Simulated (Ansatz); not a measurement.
# C₂H₇AlSi: a ladder of functionals and wavefunction methods

The task here is to estimate one member of a computed series from the others.

The runs use Ansatz 0.2.0, Gaussian basis; functionals in def2-TZVPP, the program's frozen cores in correlated methods.

Levels to be run: LDA (SPW92), PBE-D4, revPBE-D4, BLYP-D4, r2SCAN-D4, B97M-V, PBE0-D4, B3LYP-D4, r2SCANh-D4, r2SCAN0-D4, HSE06-D4, BHLYP-D4, CAM-B3LYP-D4, LC-ωPBE, ωB97X-V, ωB97M-V, B2PLYP, PBE-QIDH; CCSD(T)/def2-SVP; CCSD(T)/def2-TZVPP; MP2/def2-QZVPP; extrapolation to the limit; RPA on PBE.

### The geometry

An earlier PBE0-D4 in a triple-zeta def2 set relaxation fixed the geometry.

11 atoms, charge 0, spin multiplicity 1.

Atoms are counted from 1 here; the program's logs count them from 0.

Bond lengths: Si1–C2 1.799 Å, Si1–Al4 2.551 Å, Si1–H5 1.482 Å, Si1–H6 1.492 Å, Si1–H7 1.613 Å, C2–C3 1.542 Å, C2–Al4 1.979 Å, C2–H8 1.084 Å, C3–Al4 1.931 Å, C3–H9 1.089 Å, C3–H10 1.090 Å, Al4–H7 1.857 Å, Al4–H11 1.570 Å. Angles: C2–Si1–Al4 50.6°, C2–Si1–H5 117.0°, C2–Si1–H6 124.4°, C2–Si1–H7 95.9°, Al4–Si1–H5 115.0°, Al4–Si1–H6 128.3°, Al4–Si1–H7 46.5°, H5–Si1–H6 110.0°, H5–Si1–H7 107.4°, H6–Si1–H7 96.9°, Si1–C2–C3 112.9°, Si1–C2–Al4 84.8°, Si1–C2–H8 122.5°, C3–C2–Al4 65.1°, C3–C2–H8 121.3°, Al4–C2–H8 133.8°, C2–C3–Al4 68.4°, C2–C3–H9 118.4° and more.

As a file:

```xyz
11
charge 0, multiplicity 1
Si   -0.5228    1.0559   -0.8133
C    -0.7348   -0.1416    0.5121
C     0.5521   -0.3651    1.3314
Al    0.6810   -1.1592   -0.4240
H    -1.5286    1.0404   -1.9020
H     0.0016    2.4396   -0.6222
H     0.8347    0.4125   -1.4007
H    -1.7083   -0.4039    0.9100
H     1.0989    0.5072    1.6852
H     0.4195   -1.0845    2.1395
H     0.9719   -2.3583   -1.3955
```

Set-up of the first run:

in.yaml reads:

```yaml
crystal:
  periodic: [false, false, false]
  atoms:
    - {symbol: Si, position_ang: [-0.522760, 1.055862, -0.813276]}
    - {symbol: C, position_ang: [-0.734769, -0.141622, 0.512078]}
    - {symbol: C, position_ang: [0.552116, -0.365052, 1.331362]}
    - {symbol: Al, position_ang: [0.681042, -1.159174, -0.423963]}
    - {symbol: H, position_ang: [-1.528631, 1.040408, -1.902033]}
    - {symbol: H, position_ang: [0.001632, 2.439631, -0.622204]}
    - {symbol: H, position_ang: [0.834734, 0.412524, -1.400747]}
    - {symbol: H, position_ang: [-1.708319, -0.403940, 0.909995]}
    - {symbol: H, position_ang: [1.098878, 0.507250, 1.685249]}
    - {symbol: H, position_ang: [0.419530, -1.084455, 2.139490]}
    - {symbol: H, position_ang: [0.971948, -2.358333, -1.395453]}
basis:
  gaussian: {orbitals: def2-TZVPP}
hamiltonian: {xc: lda}
output: {orbitals: {seedname: orbitals}}
```

Run with:

```bash
ansatz run in.yaml --threads 2 --pin off --events-out ev --progress --plain --max-ram 4352MiB
```

Among the steps run: LDA; PBE-D4 (GGA); revPBE-D4 (GGA); BLYP-D4 (GGA); r2SCAN-D4 (meta-GGA); B97M-V (meta-GGA); B3LYP-D4 (hybrid); r2SCANh-D4 (hybrid); r2SCAN0-D4 (hybrid); HSE06-D4 (hybrid); BHLYP-D4 (hybrid); CAM-B3LYP-D4 (range-separated); LC-ωPBE (range-separated); ωB97X-V (range-separated); ωB97M-V (range-separated); B2PLYP (double hybrid); PBE-QIDH (double hybrid).

One table of the session follows, with a row left open; its other results are not shown here.

It belongs to the step «Frontier levels by functional». 

| functional | HOMO (eV) | gap (eV) |
| --- | --- | --- |
| LDA (SPW92) | ? | ? |
| PBE-D4 | -4.87 | 3.39 |
| revPBE-D4 | -4.82 | 3.43 |
| BLYP-D4 | -4.71 | 3.38 |
| r2SCAN-D4 | -5.02 | 3.83 |
| B97M-V | -5.09 | 3.80 |
| PBE0-D4 | -5.84 | 5.18 |
| B3LYP-D4 | -5.64 | 4.80 |
| r2SCANh-D4 | -5.38 | 4.48 |
| r2SCAN0-D4 | -5.94 | 5.46 |
| HSE06-D4 | -5.45 | 4.41 |
| BHLYP-D4 | -6.68 | 6.92 |
| CAM-B3LYP-D4 | -7.04 | 7.40 |
| LC-ωPBE | -8.32 | 9.73 |
| ωB97X-V | -8.00 | 9.34 |
| ωB97M-V | -7.90 | 8.98 |

Q: Estimate the row for LDA (SPW92) from the others.

The run gave: HOMO (eV): -5.00; gap (eV): 3.30. In the column «HOMO (eV)» it lies between r2SCAN-D4 (-5.02) and PBE-D4 (-4.87).
